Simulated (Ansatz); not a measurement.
This script for Ansatz 0.2.0, Python API starts 3 runs on AgBiSeS, space group P4/mmm. What input does the engine get in each?

Script `agbises.py`:
```python
import warnings

import ansatz as az
import numpy as np

config = {
    "kmesh": (3, 3, 2),
    "filling": "Fermi-Dirac",
    "tolerance": 1e-08,
}


def main() -> None:
    warnings.simplefilter("ignore", az.DeckWarning)

    vectors = np.array([
        [4.024249, 0.0, 0.0],
        [0.0, 4.024249, 0.0],
        [0.0, 0.0, 5.922352],
    ])
    crystal = (
        az.Lattice.of(vectors)
        .atom("Ag", (0.0, 0.0, 0.0))
        .atom("Bi", (0.5, 0.5, 0.5))
        .atom("Se", (0.5, 0.5, 0.0))
        .atom("S", (0.0, 0.0, 0.5))
    )

    model = (
        crystal.calculation()
        .kpoints(*config["kmesh"], shift=0.5)
        .occupations(config["filling"])
        .scf(tolerance=config["tolerance"])
    )
    with_term = model.functional("pbesol", dispersion="d4").basis(340).cutoff_correction(490).run(threads=1, backend="cpu").report
    without = model.functional("pbesol").basis(340).run(threads=1, backend="cpu").report
    finer = model.functional("pbesol").basis(490).run(threads=1, backend="cpu").report
    removed = az.free_energy_without(with_term, az.EnergyTerm.DISPERSION)
    print(f"dispersion term            {with_term['components']['e_disp']:.5f} eV")
    print(f"F less dispersion          {removed:.5f} eV, run without it {without['free_energy_ev']:.5f} eV")
    print(f"F less smearing term       {az.free_energy_without(without, az.EnergyTerm.SMEARING):.5f} eV")
    print(f"estimated gain to 490 eV   {with_term['cutoff_correction']['energy_ev']:.5f} eV, found {finer['free_energy_ev'] - without['free_energy_ev']:.5f} eV")


if __name__ == "__main__":
    main()
```

Run 1:
```yaml
crystal:
  lattice:
    - [4.024249, 0.0, 0.0]
    - [0.0, 4.024249, 0.0]
    - [0.0, 0.0, 5.922352]
  atoms:
    - { symbol: Ag, position: [0.0, 0.0, 0.0] }
    - { symbol: Bi, position: [0.5, 0.5, 0.5] }
    - { symbol: Se, position: [0.5, 0.5, 0.0] }
    - { symbol: S, position: [0.0, 0.0, 0.5] }
basis:
  ecutwfc: 340.0
kpoints:
  mp_grid:
    grid: [3, 3, 2]
    shift: [0.5, 0.5, 0.5]
hamiltonian:
  xc: pbesol
  dispersion: d4
scf:
  convergence:
    dr2_threshold: 1.0e-08
  occupations:
    method: fermi_dirac
output:
  cutoff_correction: 490.0
```

Run 2, against run 1:
```diff
-  dispersion: d4
-output:
-  cutoff_correction: 490.0
```

Run 3, against run 1:
```diff
-  ecutwfc: 340.0
+  ecutwfc: 490.0
-  dispersion: d4
-output:
-  cutoff_correction: 490.0
```

Output of `python agbises.py`:
```text
dispersion term            -1.01194 eV
F less dispersion          -26074.33665 eV, run without it -26074.33665 eV
F less smearing term       -26074.32606 eV
estimated gain to 490 eV   -0.02090 eV, found -0.02095 eV
```

These settings explore the input space; cutoff and mesh may be short of convergence. The cutoff lies under the one recommended for these potentials in some of the runs. Energy and stress may still move on a finer k-point mesh. Spin-orbit coupling, which matters for elements this heavy, is left out. The structure comes from a database of computed cells and needn't be a stable or known phase. The script silences the warnings on its input, which a real study should read. It ran for 5.7 s on 1 thread of Arm Neoverse N1, with other jobs on the host, peak memory 0.44 GiB.
